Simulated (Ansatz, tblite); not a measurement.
# CoCl2(H2O)2 (Cl2CoH4O2): one state, many levels

Aim: run the doublet of CoCl2(H2O)2 (Cl2CoH4O2) at one geometry on many levels, and compare frontier levels, spin and run time.

The runs use Ansatz 0.2.0, Gaussian basis; as each input shows.

Levels to be run: GFN1-xTB, GFN2-xTB, PBE-D4/def2-TZVP, r2SCAN-D4/def2-TZVP, HF/def2-TZVP, r2SCANh-D4/def2-TZVP, B97M-V/def2-TZVP, B2PLYP/def2-TZVP, revPBE-D4/def2-TZVP, PBE+10HF/def2-SVP, PBE+15HF/def2-SVP, PBE+40HF/def2-SVP, PBE-D4/def2-SVP, PBE0-D4/def2-SVP, HF/6-31G, B3LYP-D4/6-31G, PBE0-D4/def2-TZVPD, PBE-D4/def2-TZVPD, r2SCAN-D4/def2-TZVPD, MP2/def2-TZVP, RPA/def2-TZVP.

1 further run of the same task is left out (for a known fault of the program).

## Step 1: The structure

The doublet was relaxed beforehand with B3LYP-D4/def2-SVP.

9 atoms, charge 0, spin multiplicity 2.

Bond lengths: Co1–Cl2 2.214 Å, Co1–Cl3 2.214 Å, Co1–O4 2.038 Å, Co1–O7 2.038 Å, O4–H5 0.988 Å, O4–H6 0.970 Å, O7–H8 0.988 Å, O7–H9 0.970 Å. Angles: Cl2–Co1–Cl3 106.4°, Cl2–Co1–O4 162.0°, Cl2–Co1–O7 83.7°, Cl3–Co1–O4 83.7°, Cl3–Co1–O7 162.3°, O4–Co1–O7 90.7°, Co1–O4–H5 92.8°, Co1–O4–H6 114.1°, H5–O4–H6 105.6°, Co1–O7–H8 92.8°, Co1–O7–H9 114.0°, H8–O7–H9 105.6°.

As a file:

```xyz
9
Cl2CoH4O2
Co    0.5544   -0.0268    0.3349
Cl    1.3506   -1.7692    1.4440
Cl    2.0363    1.5994    0.5799
O    -0.1597    1.1551   -1.1646
H     0.5745    1.8090   -1.0637
H    -0.9712    1.6365   -0.9382
O    -1.1854   -1.0885    0.3618
H    -0.7992   -1.8000    0.9286
H    -1.4002   -1.5155   -0.4827
```

Formally the metal is d7. No spin-orbit coupling is included.

PBE0-D4/def2-TZVP was run before; its log isn't repeated, and its numbers join the tables.

## Step 2: GFN1-xTB

Tight binding, by tblite at 300 K electronic temperature and without a spin-polarisation term:

```python
tblite.interface.Calculator('GFN1-xTB', numbers, positions, charge=0, uhf=1).singlepoint()
```

Energy -641.9860 eV; 0.006 s.

## Step 3: GFN2-xTB

Tight binding, by tblite at 300 K electronic temperature and without a spin-polarisation term:

```python
tblite.interface.Calculator('GFN2-xTB', numbers, positions, charge=0, uhf=1).singlepoint()
```

Energy -625.1481 eV; 0.005 s.

## Step 4: PBE-D4/def2-TZVP

start.molden holds the orbitals of an earlier run on this state, given as this run's starting guess.

in.yaml reads:

```yaml
crystal:
  periodic: [false, false, false]
  atoms:
    - {symbol: Co, position_ang: [0.554353, -0.026814, 0.334898]}
    - {symbol: Cl, position_ang: [1.350610, -1.769217, 1.444023]}
    - {symbol: Cl, position_ang: [2.036279, 1.599447, 0.579900]}
    - {symbol: O, position_ang: [-0.159665, 1.155093, -1.164613]}
    - {symbol: H, position_ang: [0.574512, 1.809024, -1.063738]}
    - {symbol: H, position_ang: [-0.971178, 1.636489, -0.938172]}
    - {symbol: O, position_ang: [-1.185432, -1.088488, 0.361803]}
    - {symbol: H, position_ang: [-0.799248, -1.800035, 0.928568]}
    - {symbol: H, position_ang: [-1.400219, -1.515498, -0.482660]}
basis:
  gaussian: {orbitals: def2-TZVP, initial_orbitals: start.molden}
magnetization: {spin_polarized: true, initial_magnetization: 1}
hamiltonian: {xc: pbe, dispersion: d4}
scf: {omitted_lower_state_checks: [starts]}
output: {forces: true, orbitals: {seedname: orbitals}}
```

On the command line:

```bash
> ansatz run in.yaml --threads 4 --pin off --events-out ev --progress --plain --max-ram 8704MiB
```

The runs that follow: r2SCAN-D4/def2-TZVP; HF/def2-TZVP; r2SCANh-D4/def2-TZVP; B97M-V/def2-TZVP; B2PLYP/def2-TZVP; revPBE-D4/def2-TZVP; PBE+10HF/def2-SVP; PBE+15HF/def2-SVP; PBE+40HF/def2-SVP; PBE-D4/def2-SVP; PBE0-D4/def2-SVP; HF/6-31G; B3LYP-D4/6-31G; PBE0-D4/def2-TZVPD; PBE-D4/def2-TZVPD; r2SCAN-D4/def2-TZVPD; MP2/def2-TZVP; RPA/def2-TZVP.

**Question.** What will the summary of the whole plan be? Wanted: gap in def2-TZVP, named functionals and Hartree-Fock, smallest and largest; gap over the share of exact exchange; correlation energy, MP2/def2-TZVP; binding an atom, functionals in def2-TZVP; ⟨S²⟩ in def2-TZVP, named functionals and Hartree-Fock, smallest and largest; PBE0 total energy, smallest basis above largest.

**Answer**, as computed:

```
                                                                   quantity                               value
 gap in def2-TZVP, named functionals and Hartree-Fock, smallest and largest     0.82 eV (PBE-D4), 12.68 eV (HF)
                                       gap over the share of exact exchange       0.81 eV at 0, 3.21 eV at 0.15
                                          correlation energy, MP2/def2-TZVP                           -37.53 eV
                                  binding an atom, functionals in def2-TZVP  3.12 (PBE0-D4) to 3.24 eV (PBE-D4)
⟨S²⟩ in def2-TZVP, named functionals and Hartree-Fock, smallest and largest                        1.114, 1.554
                            PBE0 total energy, smallest basis above largest     19.10 eV (def2-SVP, def2-TZVPD)
```

Over the named functionals and Hartree-Fock in def2-TZVP the gap runs from 0.82 eV (PBE-D4) to 12.68 eV (HF); exact exchange widens it. Raising the share of exact exchange from 0 to 0.15 moves the HOMO by -1.69 eV and the LUMO by +0.71 eV. Over the named functionals and Hartree-Fock in def2-TZVP spin contamination reaches 0.80 (HF), and every level is far from pure, so all describe a mixture with higher spin.
